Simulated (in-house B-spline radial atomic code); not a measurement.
# Sb⁴⁺: excited configurations

Wanted: excitation energies of Sb⁴⁺ as differences of total energies (ΔSCF).

The numbers are computed with in-house B-spline radial atomic code version 1 (scalar-relativistic (spin-free one-electron X2C) AM05, spin-polarised, spherical fractional occupations, Fermi nucleus, basis-set limit), except any that are marked as measured or tabulated.

### 1 What is computed

- element: antimony (Z = 51)
- charge: +4
- electrons: 47
- configuration: [Kr] 4d10 5s1
- Hamiltonian: scalar-relativistic (X2C)
- nucleus: Fermi, rms radius 4.680 fm

The outer shells:

[Kr] 4d10 5s1
```
[Kr] core
4d [↑↓][↑↓][↑↓][↑↓][↑↓]
5s [↑ ]
```

Where spins are not typed, each open shell is filled with up spins first.

Settings of the run:

```ini
Z = 51
electrons = 47.0
configuration = [Kr] 4d10 5s1
hamiltonian = x2c
method = am05
spin_polarised = True
nucleus = fermi
rms_radius = 4.6802
mass_number = 121
atomic_mass = 120.903811353
speed_of_light = 137.035999084
```

From the earlier run of the reference: total energy -6471.473780 hartree. Levels, eight at most:

```
orbital  occupation  energy (eV)  <r> (bohr)
3d down           5      -558.43      0.3056
  4s up           1      -191.14      0.7906
4s down           1      -191.05      0.7902
  4p up           3      -144.38      0.8509
4p down           3      -144.25      0.8498
  4d up           5      -75.983       1.015
4d down           5      -75.661       1.008
  5s up           1      -50.400       1.941
```

### 2 Run with [Ar] 3d10 4s2 4p5 4d10 5s1 5d1

Settings of the run:

```ini
Z = 51
electrons = 47.0
configuration = [Ar] 3d10 4s2 4p5 4d10 5s1 5d1
hamiltonian = x2c
method = am05
spin_polarised = True
nucleus = fermi
rms_radius = 4.6802
mass_number = 121
atomic_mass = 120.903811353
speed_of_light = 137.035999084
```

### 3 Configuration [Kr] 4d9 5s1 6s1

Settings: those of step 2 with these lines changed.

```diff
@@ -2,3 +2,3 @@
 electrons = 47.0
-configuration = [Ar] 3d10 4s2 4p5 4d10 5s1 5d1
+configuration = [Kr] 4d9 5s1 6s1
 hamiltonian = x2c
```

### 4 [Kr] 4d10 5d1

Settings: those of step 3 with these lines changed.

```diff
@@ -2,3 +2,3 @@
 electrons = 47.0
-configuration = [Kr] 4d9 5s1 6s1
+configuration = [Kr] 4d10 5d1
 hamiltonian = x2c
```

### 5 Configuration [Ar] 3d9 4s2 4p6 4d10 5s1 6d1

Settings: those of step 4 with these lines changed.

```diff
@@ -2,3 +2,3 @@
 electrons = 47.0
-configuration = [Kr] 4d10 5d1
+configuration = [Ar] 3d9 4s2 4p6 4d10 5s1 6d1
 hamiltonian = x2c
```

### 6 [Kr] 4d10 5f1

Settings: those of step 5 with these lines changed.

```diff
@@ -2,3 +2,3 @@
 electrons = 47.0
-configuration = [Ar] 3d9 4s2 4p6 4d10 5s1 6d1
+configuration = [Kr] 4d10 5f1
 hamiltonian = x2c
```

Q: How far above the reference does each configuration lie (order and size, in eV)?

**Answer**, as computed:

| net move | configuration | 2|M_S|+1 | energy above the reference (eV) | largest <r> (bohr) |
| --- | --- | --- | --- | --- |
| 5s → 5d | [Kr] 4d10 5d1 | 2 | 25.451 | 2.91 |
| 5s → 5f | [Kr] 4d10 5f1 | 2 | 38.752 | 4.76 |
| 4d → 6s | [Kr] 4d9 5s1 6s1 | 4 | 56.589 | 3.68 |
| 4p → 5d | [Ar] 3d10 4s2 4p5 4d10 5s1 5d1 | 4 | 122.92 | 2.75 |
| 3d → 6d | [Ar] 3d9 4s2 4p6 4d10 5s1 6d1 | 4 | 563.59 | 5.06 |

What this shows: At the bottom stands 5s → 5d (25.451 eV), at the top 3d → 6d (563.59 eV). 2 of them lie more than 60 % above minus the reference's highest level (50.400 eV), in the range where a state can decay by emitting an electron. The reference has 2|M_S|+1 = 2; 3 of the configurations differ from it in spin. These are spherical averages at the typed spins, not spectroscopic levels.
